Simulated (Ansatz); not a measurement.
# AlBH4Te (SMILES B[Te][AlH2]): single points off equilibrium

One table from this session's results is given with a row withheld; the runs are named, their logs left out.

The runs use Ansatz 0.2.0, Gaussian basis; single points in def2-TZVPP.

Cores are frozen in the correlated methods. Filled d shells of the heavier atoms are correlated. Core potentials replace the inner electrons past krypton, and spin-orbit coupling is left out.

### The system as given

SMILES `B[Te][AlH2]`, 7 atoms, charge 0, spin multiplicity 1.

Atoms are counted from 1 here; the program's logs count them from 0.

Bond lengths: B1–Te2 2.137 Å, B1–H4 1.154 Å, B1–H5 1.186 Å, Te2–Al3 2.559 Å, Al3–H6 1.555 Å, Al3–H7 1.526 Å. Angles: Te2–B1–H4 121.9°, Te2–B1–H5 118.2°, H4–B1–H5 119.9°, B1–Te2–Al3 78.6°, Te2–Al3–H6 123.1°, Te2–Al3–H7 123.7°, H6–Al3–H7 113.2°.

Coordinates:

```xyz
7
charge 0, multiplicity 1
B    -1.2643   -0.6466   -0.5775
Te   -0.2599    0.9216   -1.6255
Al    1.1971    0.6972    0.4660
H    -2.2178   -1.1447   -0.9948
H    -0.8290   -0.9880    0.4720
H     2.5104   -0.1345    0.4997
H     0.8584    1.3399    1.8082
```

The first run:

Input file run/in.yaml:

```yaml
crystal:
  periodic: [false, false, false]
  atoms:
    - {symbol: B, position_ang: [-1.264300, -0.646600, -0.577500]}
    - {symbol: Te, position_ang: [-0.259900, 0.921600, -1.625500]}
    - {symbol: Al, position_ang: [1.197100, 0.697200, 0.466000]}
    - {symbol: H, position_ang: [-2.217800, -1.144700, -0.994800]}
    - {symbol: H, position_ang: [-0.829000, -0.988000, 0.472000]}
    - {symbol: H, position_ang: [2.510400, -0.134500, 0.499700]}
    - {symbol: H, position_ang: [0.858400, 1.339900, 1.808200]}
basis:
  gaussian: {orbitals: def2-TZVPP}
correlation: {method: ccsd_t}
output: {forces: true}
```

No record of the launch command was kept for these runs.

Steps of the session up to this table: CCSD(T)/def2-TZVPP; PBE0-D4/def2-TZVPP; wB97M-V/def2-TZVPP; r2SCAN-D4/def2-TZVPP; PBE-D4/def2-TZVPP; LC-wPBE/def2-TZVPP; SPW92/def2-TZVPP.

One table of the session follows, with a row left open; its other results are not shown here.

```
   method  RMS force component (eV/Å)  angle to CCSD(T) forces (°)  dipole (D)
  CCSD(T)                       0.413                    reference        0.47
  PBE0-D4                       0.448                          3.5        0.37
  wB97M-V                       0.387                          8.4        0.30
r2SCAN-D4                       0.427                          4.0        0.38
   PBE-D4                       0.487                          9.2        0.57
  LC-wPBE                           ?                            ?           ?
    SPW92                       0.574                         11.1        0.56
```

**Question.** Estimate the row for LC-wPBE.

The run gave: RMS force component (eV/Å): 0.483; angle to CCSD(T) forces (°): 15.1; dipole (D): 0.21. In the column «RMS force component (eV/Å)» it lies between PBE0-D4 (0.448) and PBE-D4 (0.487).
